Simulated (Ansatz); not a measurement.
Consider the interaction energy of a dimer with the counterpoise correction of BH5Si, SMILES B[SiH3] (Ansatz 0.2.0, Python API).

`dimer_bh5si.py`
```python
import ansatz

BASIS = "cc-pVDZ"
XC = "r2scan"

FIRST = [
    ("B", (-0.0369, -1.171, 0.2153)),
    ("Si", (0.0275, 0.7773, -0.1357)),
    ("H", (-1.1748, -1.6436, 0.2828)),
    ("H", (0.9744, -1.7561, 0.3126)),
    ("H", (-0.6308, 1.0849, -1.4267)),
    ("H", (-0.6307, 1.5275, 0.9544)),
    ("H", (1.4716, 1.1809, -0.203)),
]
SECOND = [
    ("B", (2.1164, 3.8439, 0.8818)),
    ("Si", (1.2673, 3.8169, -0.9074)),
    ("H", (3.3401, 4.0026, 0.8676)),
    ("H", (1.4324, 3.7359, 1.8279)),
    ("H", (1.5151, 5.0981, -1.6088)),
    ("H", (1.786, 2.6938, -1.716)),
    ("H", (-0.2091, 3.6341, -0.7087)),
]

def energy(atoms, ghosts=()):
    molecule = ansatz.Crystal.molecule()
    for symbol, xyz in atoms:
        molecule = molecule.atom(symbol, xyz)
    calc = molecule.calculation().basis(gaussian=BASIS).functional(XC)
    deck = calc.input()
    if ghosts:
        deck = deck.set(ansatz.key.basis.gaussian.ghost_atoms, [{"symbol": s, "position_ang": list(xyz)} for s, xyz in ghosts])
    return ansatz.Session.from_dict(deck).plan().execute().report["free_energy_ev"]


def main() -> None:
    both = energy(FIRST + SECOND)
    alone = energy(FIRST) + energy(SECOND)
    ghosted = energy(FIRST, SECOND) + energy(SECOND, FIRST)
    print(f"dimer {both:.6f} eV")
    print(f"interaction, uncorrected   {96.485332 * (both - alone):8.3f} kJ/mol")
    print(f"interaction, counterpoise  {96.485332 * (both - ghosted):8.3f} kJ/mol")
    print(f"basis-set superposition    {96.485332 * (alone - ghosted):8.3f} kJ/mol")


if __name__ == "__main__":
    main()
```

How large is the interaction at this pose, and how much of it is basis-set superposition?

Uncorrected it is 12.784 kJ/mol, with the counterpoise correction 14.072 kJ/mol; the difference, 1.288 kJ/mol, is the superposition error. In this basis both values are repulsive.

What the script printed:

```console
$ python dimer_bh5si.py
dimer -17264.371861 eV
interaction, uncorrected     12.784 kJ/mol
interaction, counterpoise    14.072 kJ/mol
basis-set superposition       1.288 kJ/mol
```

Total energies depend on the basis set; only differences at equal settings carry meaning. The dimer is a generated trial pose of unrelaxed monomers, not a minimum, so the figure is no binding energy, and the basis set is small. This level lacks the dispersion part of the attraction (electrostatics and induction are there), which can decide the sign where the interaction is weak. The whole script took 20 s on 1 thread of Arm Neoverse V1 (shared host), peak memory 0.23 GiB.
